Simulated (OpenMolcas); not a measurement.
# Cu²⁺ in CsCaF3: CASSCF and CASPT2 levels and susceptibility

Aim: the ligand-field states of Cu²⁺ in this surrounding, its lowest levels with spin-orbit coupling and its magnetic susceptibility.

Method: state-averaged CASSCF and CASPT2, spin-orbit coupling by RASSI with atomic mean-field integrals. Code: OpenMolcas 26.06.

## (1) Starting point

- Species: Cu²⁺ (copper, Z = 29, 27 electrons)
- Basis: ANO-RCC-VDZP [5s4p2d1f], 142 functions with the ligands
- Scalar Hamiltonian: DKH2, point nucleus
- Inactive shells: 1s 2s 2p 3s 3p of the metal, and all ligand shells
- Active space: 9 electrons in 5 orbitals (3d)
- Some configurations of this space: 3d9
- Orbitals: optimised for each spin and parity, averaged over all roots

The outer shells:

3d9
```
3d [↑↓][↑↓][↑↓][↑↓][↑ ]
```

Cu²⁺ is taken with its 6 nearest fluoride ions at 2.258 Å, on the cation site of CsCaF3 (a = 4.526 Å). The rest of the host is ab initio model potentials to 7.6 Å, with orthogonalisation functions on the cations behind the ligands, and point charges beyond; the distance is set by hand, nothing relaxes, and no local charge compensation is placed. Ligand basis ANO-RCC-VDZP.

```xyz
15

Cu    0.0000    0.0000    0.0000
F     2.2580    0.0000    0.0000
F     0.0000    2.2580    0.0000
F    -2.2580    0.0000    0.0000
F     0.0000   -2.2580    0.0000
F     0.0000    0.0000    2.2580
F     0.0000    0.0000   -2.2580
Cs    2.2630   -2.2630   -2.2630
Cs   -2.2630    2.2630    2.2630
Cs    2.2630   -2.2630    2.2630
Cs   -2.2630    2.2630   -2.2630
Cs    2.2630    2.2630   -2.2630
Cs   -2.2630   -2.2630    2.2630
Cs    2.2630    2.2630    2.2630
Cs   -2.2630   -2.2630   -2.2630
```

Each step is its own input file, run in one work folder so that later steps find the files of earlier ones. Labels, J, g values, rates, χT and fits are worked out afterwards by a script from the matrices that RASSI stores.

## (2) GATEWAY and SEWARD: basis and integrals

Contents of a.inp:

```
&GATEWAY
Basis set
Cu.ANO-RCC-VDZP.
Cu1 0.0 0.0 0.0 Angstrom
End of basis
Basis set
F.ANO-RCC-VDZP.
L1 2.258000 0.000000 0.000000 Angstrom
L2 0.000000 2.258000 0.000000 Angstrom
L3 0.000000 0.000000 2.258000 Angstrom
End of basis
Basis set
Ca.EMB-AIMP.Lopez-Moraza.10s7p.1s1p.ECP.CsCaF3.
PseudoCharge
* 3 symmetry-unique lattice sites within 7.6 angstrom
End of basis
Basis set
Cs.EMB-AIMP.Lopez-Moraza.0s.0s.ECP.CsCaF3.
PseudoCharge
* 16 symmetry-unique lattice sites within 7.6 angstrom
End of basis
Basis set
Ca.EMB-AIMP.Lopez-Moraza.0s.0s.ECP.CsCaF3.
PseudoCharge
* 6 symmetry-unique lattice sites within 7.6 angstrom
End of basis
Basis set
F.EMB-AIMP.Lopez-Moraza.0s.0s.ECP.CsCaF3.
PseudoCharge
* 27 symmetry-unique lattice sites within 7.6 angstrom
End of basis
Symmetry
XYZ
AngMom=0.0 0.0 0.0
AMFI
RICD
XField
1537 Angstrom 0
* Evjen-weighted lattice charges
&SEWARD
```

Launch:

```bash
OMP_NUM_THREADS=1 MOLCAS_MEM=2457 MOLCAS_PROJECT=a pymolcas a.inp > a.log
```

## (3) Reference wave functions, doublets, 5 roots

Contents of a.inp:

```
&RASSCF
FileOrb=start.orb
Symmetry=1
Spin=2
nActEl=9 0 0
Inactive=18 21
Ras2=5 0
CIRoot=5 5 1
SDav=5
CIMx=300
Iter=150 100
PrWF=0.3
OrbListing=Nothing
MaxOrb=0
LevShft=1.0
>>> COPY $Project.JobIph JOB001
```

start.orb holds start orbitals that the driver prepared beforehand, or those of the step before.

## (4) RASSI: spin-orbit coupling between the states

Contents of a.inp:

```
&RASSI
NrOfJobIphs=1 5
1 2 3 4 5
IphNames
JOB001
EJob
SpinOrbit
DIPRint=1.0
SOCoupling=1000.0
Subsets=2
Property=9
'ANGMOM' 1 'ANGMOM' 2 'ANGMOM' 3 'MLTPL  1' 1 'MLTPL  1' 2 'MLTPL  1' 3
'AMFI' 1 'AMFI' 2 'AMFI' 3
SOProperty=3
'ANGMOM' 1 'ANGMOM' 2 'ANGMOM' 3
```

## (5) CASPT2: IPEA 0.25, imaginary shift 0.1 (closed shells correlated: 3s 3p of the metal, with ligand shells; the Frozen line counts the rest)

Contents of a.inp:

```
>>> COPY JOB001 $Project.JobIph
&CASPT2
Multistate=5 1 2 3 4 5
NoMult
Frozen=5 6
IPEA=0.25
Imaginary=0.1
MaxIter=60
WThr=0.0 0.3 0.05
PrWF=0.5
NoMix
```

(Steps that only read results are left out.)

Before running it: what results should come out? Wanted: spin-free ground state; first state of the same spin within the active space; lowest level; next level.

As calculated:

| quantity | value |
| --- | --- |
| method | SS-CASPT2, IPEA 0.25, imaginary shift 0.1 (closed shells correlated: 3s 3p of the metal, with ligand shells; the Frozen line counts the rest) |
| spin-free ground state | 2E, 2-fold in its orbital part |
| first state of the same spin within the active space | 2T2 at 4160 cm⁻¹ |
| lowest level | 4-fold Γ8 |
| next level | 3548.9 cm⁻¹ |
| χT at 300 K | 0.72 cm³ K/mol |
| effective moment at 300 K | 2.40 μB |

Cost by method:

| method | time of its own steps | time with the reference |
| --- | --- | --- |
| A. CASSCF | 10 s | 10 s |
| B. SS-CASPT2, IPEA 0.25, imaginary shift 0.1, +3s 3p | 16 s | 26 s |

Times are of one thread on a shared host.

**Reading.** The spin-free ground state (2E) comes to 100 % from free-ion D terms and keeps the highest spin of the shell. χT at 300 K is 0.72, against 0.38 cm³ K/mol for the spin alone, so orbital moment adds to it. A ligand-field fit to the states below 45000 cm-1 gives 10Dq = 4161 cm-1, the gap between the two states. An orbital doublet at a regular site is open to a Jahn-Teller distortion, which this geometry leaves out. With one d shell, CASPT2 may overshoot the field of a late 3d ion.
